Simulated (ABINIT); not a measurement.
**AgRh in ABINIT: the effect of functional**

AgRh:

```
Ag Rh
1.0
     2.77759    0.00000    0.00000
    -1.38879    2.40546    0.00000
     0.00000    0.00000    4.80860
Ag Rh
1 1
Cartesian
  0.0000 0.0000 2.4043
  1.3888 0.8018 0.0000
```

The cell comes from a database or a generator and needn't be the stable form of this composition.

Alike in all runs:

| Property | Result |
| --- | --- |
| Program | ABINIT 10.8.3 (patched build) |
| Task | band structure |
| Potentials or basis | JTH PAW PBE v2.0 |
| Cutoff | 544 eV |
| k mesh | 11 × 11 × 6 |
| Occupations | fermi-dirac, width 0.05 eV |
| Spin | no spin polarisation |

```csv
functional,pressure (GPa)
PBE,-2.2
LDA,-15.3
PBEsol,-10.4
RPBE,?
BLYP,7.2
AM05,-10.8
r2SCAN,-6.3
SCAN,-8.2
revPBE,0.7
PW91,-2.2
WC,-9.4
```

Question: What does the run with functional RPBE give?

Answer: Pressure 1.9 GPa.

Caveats: the PAW data sets were made with another functional, which shifts forces and pressure a little (some runs).
